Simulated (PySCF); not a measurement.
# F6Os ([OsF6]2-): the cost of one run

Programs: PySCF 2.14.0, with routines of our own; each step states its level. All values are computed. Atoms count from 0.

## 1. The starting structure

7 atoms, charge -2, states of the metal's open shell are computed; geometry from: model start, shaken.

## 2. Geometry optimisation at PBE0-D3(BJ)/def2-TZVP

Job settings and geometry (Å):

```
{"job": {"xc": "PBE0", "basis": "def2-TZVP", "d3": "d3bj", "grid": 1, "maxiter": 45, "solvent": "water", "kind": "geom"}, "charge": -2, "metal": "Os", "open_shell": "d4"}
Os     0.000020     0.004480    -0.004110
F     -0.013360    -0.006820     1.915130
F      0.000900     0.020100    -1.937380
F      1.920690     0.007350     0.005350
F     -1.928420    -0.013960    -0.000440
F      0.010430     1.909840    -0.006860
F     -0.028520    -1.949340    -0.027630
```

On the command line:

```sh
> OMP_NUM_THREADS=1 python lf_run.py task.json out
```

One launch serves the whole session: the jobs run in the order shown.

**Question.** How long does this first job take on 1 thread of Arm Neoverse V1, shared host, and how much memory does it need?

About 12 min, with a peak of 1.4 GiB.
